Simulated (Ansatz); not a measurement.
# C2H4B2ClF: basis-set convergence

How large a basis does C2H4B2ClF need? Two functionals are run in growing sets.

Computed with Ansatz 0.2.0, Gaussian basis. Level: one geometry, several basis sets.

Plan: PBE0-D4/def2-SVP; ωB97M-V/def2-SVP; PBE0-D4/def2-QZVPP; ωB97M-V/def2-QZVPP; the functionals' def2-TZVPP values are taken from earlier runs.

## 1. Structure used throughout

An earlier PBE0-D4 in a triple-zeta def2 set relaxation fixed the geometry.

SMILES `FB1CB(Cl)C1`, 10 atoms, charge 0, spin multiplicity 1.

Atoms are counted from 1 here; the program's logs count them from 0.

Bond lengths: F1–B2 1.321 Å, B2–C3 1.573 Å, B2–C6 1.573 Å, C3–B4 1.572 Å, C3–H7 1.100 Å, C3–H8 1.086 Å, B4–Cl5 1.742 Å, B4–C6 1.572 Å, C6–H9 1.100 Å, C6–H10 1.086 Å. Angles: F1–B2–C3 130.1°, F1–B2–C6 130.1°, C3–B2–C6 97.7°, B2–C3–B4 77.2°, B2–C3–H7 106.8°, B2–C3–H8 126.3°, B4–C3–H7 106.2°, B4–C3–H8 125.3°, H7–C3–H8 110.2°, C3–B4–Cl5 130.2°, C3–B4–C6 97.8°, Cl5–B4–C6 130.2°, B2–C6–B4 77.2°, B2–C6–H9 106.8°, B2–C6–H10 126.3°, B4–C6–H9 106.2°, B4–C6–H10 125.3°, H9–C6–H10 110.2°.

## 2. PBE0-D4 in def2-SVP

The input, in.yaml:

```yaml
crystal:
  periodic: [false, false, false]
  atoms:
    - {symbol: F, position_ang: [-2.101227, -0.917126, -0.322973]}
    - {symbol: B, position_ang: [-0.897996, -0.509172, 0.038007]}
    - {symbol: C, position_ang: [-0.445079, 0.832618, 0.723093]}
    - {symbol: B, position_ang: [0.708323, 0.563018, -0.310063]}
    - {symbol: Cl, position_ang: [1.609317, 1.672943, -1.305318]}
    - {symbol: C, position_ang: [0.521751, -0.992468, -0.437010]}
    - {symbol: H, position_ang: [-0.040875, 0.565067, 1.710462]}
    - {symbol: H, position_ang: [-1.025889, 1.747620, 0.791073]}
    - {symbol: H, position_ang: [1.017807, -1.433396, 0.440118]}
    - {symbol: H, position_ang: [0.736969, -1.580205, -1.324390]}
basis:
  gaussian: {orbitals: def2-SVP}
hamiltonian: {xc: pbe0, dispersion: d4}
output: {orbitals: {seedname: orbitals}}
```

After this run come: ωB97M-V in def2-SVP; PBE0-D4 in def2-QZVPP; ωB97M-V in def2-QZVPP.

**Question.** What will the summary of the whole plan be? Wanted: PBE0-D4: double and triple zeta above quadruple; ωB97M-V: double and triple zeta above quadruple.

The runs gave:

| quantity | value |
| --- | --- |
| PBE0-D4: double and triple zeta above quadruple | 11.90, 0.70 eV |
| ωB97M-V: double and triple zeta above quadruple | 12.01, 0.65 eV |

In words: PBE0-D4 gains 11.20 eV from double to triple zeta, then 0.70 eV more. Total energies overstate the basis error of differences, where much of it tends to cancel.
